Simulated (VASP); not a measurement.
# TlBaBr3 in VASP: one cell, several levels of theory, part 2 of 2

The system is TlBaBr3, cubic perovskite, a generated structure that needn't be the ground state.

VASP 6.6.1, plane waves, PAW. Earlier steps stand in the parts before.

**3. Single point with r2SCAN**

File INCAR:

```
ENCUT = 520.000000
SIGMA = 0.010000
EDIFF = 1.00e-07
ALGO = Normal
METAGGA = R2SCAN
PREC = Accurate
IBRION = -1
ISIF = 2
ISMEAR = 0
NBANDS = 30
NELM = 120
NSW = 0
LASPH = .TRUE.
LCHARG = .TRUE.
LELF = .TRUE.
LWAVE = .FALSE.
LREAL = .FALSE.
```

File KPOINTS:

```
KPOINTS created by Atomic Simulation Environment
0
Gamma
4 4 4
0 0 0
```

File KPOINTS_OPT:

```
special points
5
Reciprocal
0.0000000000 0.0000000000 0.0000000000 1
0.0000000000 0.5000000000 0.0000000000 1
0.5000000000 0.5000000000 0.0000000000 1
0.5000000000 0.5000000000 0.5000000000 1
0.0000000000 0.0000000000 0.5000000000 1
```

File POSCAR:

```
Tl Ba Br
 1.0000000000000000
     6.5408556662999997    0.0000000000000000    0.0000000000000000
     0.0000000000000000    6.5408556662999997    0.0000000000000000
     0.0000000000000000    0.0000000000000000    6.5408556662999997
 Tl  Ba  Br
   1   1   3
Cartesian
  0.0000000000000000  0.0000000000000000  0.0000000000000000
  3.2704278331499999  3.2704278331499999  3.2704278331499999
  3.2704278331499999  3.2704278331499999  0.0000000000000000
  3.2704278331499999  0.0000000000000000  3.2704278331499999
  0.0000000000000000  3.2704278331499999  3.2704278331499999
```

Launch:

```
> mpirun -np 1 vasp_std
```

Printed to the terminal (iteration lines stand in OSZICAR):

```text
POSCAR found type information on POSCAR TlBaBr
 POSCAR found :  3 types and       5 ions
 -----------------------------------------------------------------------------
|                                                                             |
|                                                                             |
|     You enforced a specific xc type in the INCAR file but a different       |
|     I HOPE YOU KNOW WHAT YOU ARE DOING!                                     |
|                                                                             |
 -----------------------------------------------------------------------------

 LDA part: xc-table for (None), standard interpolation
 POSCAR, INCAR and KPOINTS ok, starting setup
 FFT: planning ... GRIDC
 FFT: planning ... GRID_SOFT
 FFT: planning ... GRID
 WAVECAR not read
 entering main loop
 Start KPOINTS_OPT (optional k-point list driver)
k-point batch [1-5\5]
```

OSZICAR:

```text
N       E                     dE             d eps       ncg     rms          rms(c)
DAV:   1     0.196817249872E+03    0.19682E+03   -0.18218E+04   600   0.120E+03
DAV:   2    -0.107048978199E+03   -0.30387E+03   -0.29494E+03   836   0.238E+02
DAV:   3    -0.138289733742E+03   -0.31241E+02   -0.31097E+02   776   0.764E+01
DAV:   4    -0.139286787447E+03   -0.99705E+00   -0.99546E+00   874   0.118E+01
DAV:   5    -0.139304412384E+03   -0.17625E-01   -0.17623E-01   768   0.143E+00    0.441E+00
DAV:   6    -0.127943635379E+03    0.11361E+02   -0.34323E+00   720   0.106E+01    0.358E+00
DAV:   7    -0.127546579592E+03    0.39706E+00   -0.11158E+00   700   0.357E+00    0.181E+00
DAV:   8    -0.127506271420E+03    0.40308E-01   -0.19706E-01   728   0.179E+00    0.717E-01
DAV:   9    -0.127501102177E+03    0.51692E-02   -0.74739E-02   716   0.130E+00    0.350E-01
DAV:  10    -0.127503961415E+03   -0.28592E-02   -0.14178E-02   732   0.509E-01    0.171E-01
DAV:  11    -0.127505243424E+03   -0.12820E-02   -0.22028E-03   710   0.214E-01    0.311E-02
DAV:  12    -0.127505339090E+03   -0.95665E-04   -0.15013E-04   760   0.582E-02    0.161E-02
DAV:  13    -0.127505361592E+03   -0.22503E-04   -0.22454E-05   676   0.290E-02    0.632E-03
DAV:  14    -0.127505361302E+03    0.28988E-06   -0.14395E-06   792   0.650E-03    0.190E-03
DAV:  15    -0.127505361468E+03   -0.16600E-06   -0.42651E-07   618   0.329E-03    0.950E-04
DAV:  16    -0.127505361586E+03   -0.11724E-06   -0.72803E-08   554   0.128E-03    0.218E-04
DAV:  17    -0.127505361557E+03    0.28487E-07   -0.56940E-09   420   0.373E-04
   1 F= -.12750536E+03 E0= -.12750536E+03  d E =-.420961E-32
       N       E                     dE             ncg
DAV:   1     0.962736373654E+02   -0.37862E+04      300
DAV:   2    -0.139526586311E+04   -0.14915E+04      436
DAV:   3    -0.155169080013E+04   -0.15642E+03      408
DAV:   4    -0.155448403536E+04   -0.27932E+01      366
DAV:   5    -0.155456420826E+04   -0.80173E-01      426
DAV:   6    -0.155456578676E+04   -0.15785E-02      378
DAV:   7    -0.155456580244E+04   -0.15683E-04      426
DAV:   8    -0.155456580277E+04   -0.32631E-06      348
DAV:   9    -0.155456580277E+04   -0.38517E-08      234
```

OUTCAR, selected sections:

```text
k-points           NKPTS =     10   k-points in BZ     NKDIM =     10   number of bands    NBANDS=     30

   NELECT =      44.0000    total number of electrons

   dimension x,y,z NGX =    50 NGY =   50 NGZ =   50
   dimension x,y,z NGXF=   100 NGYF=  100 NGZF=  100

  energy-cutoff  :      520.00
  volume of cell :      279.84
      direct lattice vectors                 reciprocal lattice vectors
     6.540855666  0.000000000  0.000000000     0.152885196  0.000000000  0.000000000
     0.000000000  6.540855666  0.000000000     0.000000000  0.152885196  0.000000000
     0.000000000  0.000000000  6.540855666     0.000000000  0.000000000  0.152885196

 k-points in reciprocal lattice and weights: KPOINTS created by Atomic Simulation Env
   0.00000000  0.00000000  0.00000000       0.016
   0.25000000  0.00000000  0.00000000       0.094
   0.50000000  0.00000000  0.00000000       0.047
   0.25000000  0.25000000  0.00000000       0.188
   0.50000000  0.25000000  0.00000000       0.188
   0.50000000  0.50000000  0.00000000       0.047
   0.25000000  0.25000000  0.25000000       0.125
   0.50000000  0.25000000  0.25000000       0.188
   0.50000000  0.50000000  0.25000000       0.094
   0.50000000  0.50000000  0.50000000       0.016

 E-fermi :  -2.1690

 k-point     1 :       0.0000    0.0000    0.0000
  band No.  band energies     occupation
      1     -28.7750      2.00000
      2     -15.0369      2.00000
      3     -14.9761      2.00000
      4     -14.9761      2.00000
      5     -13.5836      2.00000
      6     -13.5836      2.00000
      7     -13.5836      2.00000
      8     -13.5490      2.00000
      9     -13.5490      2.00000
     10     -13.5477      2.00000
     11     -13.5477      2.00000
     12     -13.5477      2.00000
     13      -6.8981      2.00000
     14      -2.9645      2.00000
     15      -2.9645      2.00000
     16      -2.9645      2.00000
     17      -2.5241      2.00000
     18      -2.5241      2.00000
     19      -2.5241      2.00000
     20      -2.4584      2.00000
     21      -2.4584      2.00000
     22      -2.4584      2.00000
     23       1.8139      0.00000
     24       1.8139      0.00000
     25       1.8139      0.00000
     26       3.2820      0.00000
     27       3.2820      0.00000
     28       3.2820      0.00000
     29       3.3216      0.00000
     30       4.3746      0.00000

 k-point     2 :       0.2500    0.0000    0.0000
  band No.  band energies     occupation
      1     -28.7748      2.00000
      2     -15.1274      2.00000
      3     -15.0131      2.00000
      4     -14.9758      2.00000
      5     -13.5834      2.00000
      6     -13.5834      2.00000
      7     -13.5492      2.00000
      8     -13.5490      2.00000
      9     -13.5476      2.00000
     10     -13.5474      2.00000
     11     -13.5474      2.00000
     12     -13.3845      2.00000
     13      -6.9041      2.00000
     14      -3.1750      2.00000
     15      -2.9213      2.00000
     16      -2.9213      2.00000
     17      -2.6305      2.00000
     18      -2.5934      2.00000
     19      -2.5934      2.00000
     20      -2.5459      2.00000
     21      -2.4703      2.00000
     22      -2.4703      2.00000
     23       1.3457      0.00000
     24       1.7189      0.00000
     25       1.7189      0.00000
     26       3.3181      0.00000
     27       3.6837      0.00000
     28       3.6837      0.00000
     29       4.0008      0.00000
     30       4.4648      0.00000

 k-point     3 :       0.5000    0.0000    0.0000
  band No.  band energies     occupation
      1     -28.7745      2.00000
      2     -15.2290      2.00000
      3     -15.0159      2.00000
      4     -14.9755      2.00000
      5     -13.5831      2.00000
      6     -13.5831      2.00000
      7     -13.5493      2.00000
      8     -13.5488      2.00000
      9     -13.5476      2.00000
     10     -13.5471      2.00000
     11     -13.5471      2.00000
     12     -13.2057      2.00000
     13      -6.9101      2.00000
     14      -3.4824      2.00000
     15      -2.8380      2.00000
     16      -2.8380      2.00000
     17      -2.7156      2.00000
     18      -2.7156      2.00000
     19      -2.6552      2.00000
     20      -2.5674      2.00000
     21      -2.4673      2.00000
     22      -2.4673      2.00000
     23       1.0234      0.00000
     24       1.6353      0.00000
     25       1.6353      0.00000
     26       3.3563      0.00000
     27       4.1935      0.00000
     28       4.1935      0.00000
     29       4.5262      0.00000
     30       4.6197      0.00000

 k-point     4 :       0.2500    0.2500    0.0000
  band No.  band energies     occupation
      1     -28.7745      2.00000
      2     -15.1351      2.00000
      3     -15.1148      2.00000
      4     -14.9933      2.00000
      5     -13.5828      2.00000
      6     -13.5492      2.00000
      7     -13.5490      2.00000
      8     -13.5477      2.00000
      9     -13.5477      2.00000
     10     -13.5474      2.00000
     11     -13.3857      2.00000
     12     -13.3824      2.00000
     13      -6.9059      2.00000
     14      -3.2224      2.00000
     15      -3.0988      2.00000
     16      -2.8820      2.00000
     17      -2.8316      2.00000
     18      -2.6389      2.00000
     19      -2.6076      2.00000
     20      -2.5855      2.00000
     21      -2.5308      2.00000
     22      -2.4181      2.00000
     23       1.2941      0.00000
     24       1.5819      0.00000
     25       1.6348      0.00000
     26       3.6676      0.00000
     27       3.7028      0.00000
     28       3.9698      0.00000
     29       4.3891      0.00000
     30       4.8762      0.00000

[... the tables of k-points 5 to 10 left out ...]

  Total       -2.7463869     -2.7463869     -2.7463869      0.0000000     -0.0000000      0.0000000
  in kB      -15.7242014    -15.7242014    -15.7242014      0.0000000     -0.0000000      0.0000000
  external PRESSURE =     -15.7242014 kB  Pullay stress =       0.0000000 kB

 POSITION                                       TOTAL-FORCE (eV/Angst)
 -----------------------------------------------------------------------------------
      0.00000      0.00000      0.00000         0.000000      0.000000      0.000000
      3.27043      3.27043      3.27043         0.000000      0.000000      0.000000
      3.27043      3.27043      0.00000         0.000000      0.000000      0.000000
      3.27043      0.00000      3.27043         0.000000      0.000000      0.000000
      0.00000      3.27043      3.27043         0.000000      0.000000      0.000000
 -----------------------------------------------------------------------------------
    total drift:                                0.000000     -0.000000      0.000000

  FREE ENERGIE OF THE ION-ELECTRON SYSTEM (eV)
  ---------------------------------------------------
  free  energy   TOTEN  =      -127.5053615571 eV

  energy  without entropy=     -127.5053615571  energy(sigma->0) =     -127.50536156
```

Hardware: 1 MPI rank of Intel Xeon Platinum 8488C, shared host.

The levels at the points of KPOINTS_OPT are read from vasprun.xml.

Near the gap, in eV above the top of the last filled band v; c is the band after it:

| point | v−1 | v | c | c+1 |
| --- | --- | --- | --- | --- |
| Γ | -0.21 | -0.21 | 4.06 | 4.06 |
| X | -0.22 | -0.22 | 3.27 | 3.89 |
| M | -0.44 | 0.00 | 3.65 | 3.65 |
| R | 0.00 | 0.00 | 3.96 | 3.96 |

The r2SCAN gap is 3.27 eV and indirect (R to X), with 3.49 eV as the least direct one. Pressure: -1.57 GPa; the forces vanish within 0.01 eV/Å.

Density in a lattice plane of the grid's cell (edges 6.54 and 6.54 Å, at 0.500 of the third edge), which holds Ba and Br.

Ten even steps from ' ' (-0.69 e/Å³) to '@' (1.37 e/Å³):
```
--------------==++##@@##++##@@##++==------------
----------------==++##%%%%%%##++==--------------
----------------====++******++====--------------
--------------------==========------------------
------------------------==----------------------
======--------------==========--------------====
****++====--------==++**##**++==--------====++**
%%%%##++==------==**%%@@@@@@%%**==------==++##%%
++##@@##++==--==++%%@@%%##%%@@%%++==--==++##@@##
  --%%%%++======**@@@@**--**@@@@**======++%%%%--
++##@@##++==--==++%%@@%%##%%@@%%++==--==++##@@##
%%%%##++==------==**%%@@@@@@%%**==------==++##%%
****++====--------==++**##**++==--------====++**
======--------------==========--------------====
------------------------==----------------------
--------------------==========------------------
----------------====++******++====--------------
----------------==++##%%%%%%##++==--------------
--------------==++##@@##++##@@##++==------------
--------------==++%%%%==  ==%%%%++==------------
```
Columns run along the first of these edges and rows up along the second, over one cell in 24 and 20 even steps from the bottom left corner. Atoms in the plane (fractional): Ba at (0.50, 0.50), Br at (0.50, 0.00), Br at (0.00, 0.50).

ELF in the same plane.

Ten even steps from ' ' (0.00) to '@' (0.89):
```
        ..--**%%@@@@@@%%**%%@@@@@@%%**--..      
          ..++##%%@@@@@@@@@@@@@@%%##++..        
            ::++##%%@@@@@@@@@@%%##++::          
----::        ..--++****##****++--..        ::--
****++--..          ..........          ..--++**
%%%%%%##++..      ..::--==--::..      ..++##%%%%
@@@@@@%%##--    --##%%@@@@@@%%##--    --##%%@@@@
@@@@@@@@%%++....**@@@@@@@@@@@@@@**....++%%@@@@@@
##%%@@@@@@++..::%%@@@@%%**%%@@@@%%::..++@@@@@@%%
--**@@@@@@**..--%%@@@@++--++@@@@%%--..**@@@@@@**
##%%@@@@@@++..::%%@@@@%%**%%@@@@%%::..++@@@@@@%%
@@@@@@@@%%++....**@@@@@@@@@@@@@@**....++%%@@@@@@
@@@@@@%%##--    --##%%@@@@@@%%##--    --##%%@@@@
%%%%%%##++..      ..::--==--::..      ..++##%%%%
****++--..          ..........          ..--++**
----::        ..--++****##****++--..        ::--
            ::++##%%@@@@@@@@@@%%##++::          
          ..++##%%@@@@@@@@@@@@@@%%##++..        
        ..--**%%@@@@@@%%**%%@@@@@@%%**--..      
        ..==**%%@@@@@@**--**@@@@@@%%**==..      
```
Columns run along the first of these edges and rows up along the second, over one cell in 24 and 20 even steps from the bottom left corner. Atoms in the plane (fractional): Ba at (0.50, 0.50), Br at (0.50, 0.00), Br at (0.00, 0.50).

Both are smooth fields of the valence electrons: close to the nuclei they are not physical.

Maxima of ELF outside the ion cores: 0.88 in the shell around Br, 0.8 Å from Br.

**4. Results**

What follows sums up all 2 parts.

| level | gap (eV) | pressure (GPa) | Ansatz: gap (eV) | Ansatz: pressure (GPa) |
| --- | --- | --- | --- | --- |
| PBE | 2.81 | -1.24 | 2.81 | -1.37 |
| r2SCAN | 3.27 | -1.57 | 3.28 | -1.69 |

**Reading.** The gap spans 2.81 eV (PBE) to 3.27 eV (r2SCAN). Spin-orbit coupling is left out, though the cell holds Tl (Z = 81); in an element this heavy it can shift bands and gaps by tenths of an eV. The two programs agree on the gap within 0.01 eV, far less than the spread between functionals. Datasets and cutoffs are each program's own.
